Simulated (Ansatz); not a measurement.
# CaB2 in Ansatz: convergence with k mesh

Input of the first run (k mesh 3 × 3 × 2); the others differ in this setting and in those tied to it:

File input.yaml:

```yaml
crystal:
  lattice:
    - [3.2264302843, 0.0, 0.0]
    - [-1.6132151421, 2.7941705897, 0.0]
    - [0.0, 0.0, 4.067392]
  atoms:
    - { symbol: Ca, position: [0.0, 0.0, 0.0] }
    - { symbol: B, position: [0.6666666667, 0.3333333333, 0.5] }
    - { symbol: B, position: [0.3333333333, 0.6666666667, 0.5] }
hamiltonian:
  xc: lda
  pseudopotentials: { kind: nc }
kpoints:
  mp_grid: { grid: [3, 3, 2] }
scf:
  occupations: { method: gaussian, width: 0.1 }
output:
  forces: true
  stress: true
  eigenvalues: true
```

Potentials or basis: PseudoDojo standard (LDA files).

Launch:

```sh
$ ansatz run input.yaml --threads 2 --pin off --max-ram 5632MiB --backend cpu --events-out ev --progress --plain --runs-dir out
```

The cell comes from a database or a generator and needn't be the stable form of this composition.

Hardware: 2 threads of Arm Neoverse V2, on a shared host.

Q: The values tried are 3 × 3 × 2, 4 × 4 × 3, 5 × 5 × 3, 5 × 5 × 4, 7 × 7 × 5, 9 × 9 × 6, 11 × 11 × 8, 13 × 13 × 9, 15 × 15 × 11, loosest first. From which on does the pressure stay within 0.1 GPa of the tightest run that finished?

A: From 7 × 7 × 5 on.

```tsv
k mesh	energy less the tightest run, at zero smearing (meV/atom)	pressure (GPa)	SCF cycles	CPU time (s)	peak memory (GiB)
3 × 3 × 2	69.76	-8.47	8	0.7	0.24
4 × 4 × 3	-16.10	-7.61	7	0.83	0.25
5 × 5 × 3	13.42	-6.96	8	0.93	0.25
5 × 5 × 4	3.34	-6.92	7	1.3	0.27
7 × 7 × 5	0.58	-7.02	8	1.9	0.29
9 × 9 × 6	0.24	-7.06	7	3.7	0.31
11 × 11 × 8	0.98	-7.04	7	6	0.34
13 × 13 × 9	1.08	-7.05	8	8.1	0.37
15 × 15 × 11	0.00	-7.06	7	12	0.42
```

Not settled before the last step: the energy (to 1 meV/atom). Meshes of other sizes hit other points, so gaps and Fermi surfaces needn't settle smoothly. The tightest run that finished is the yardstick and may itself not be fully converged.
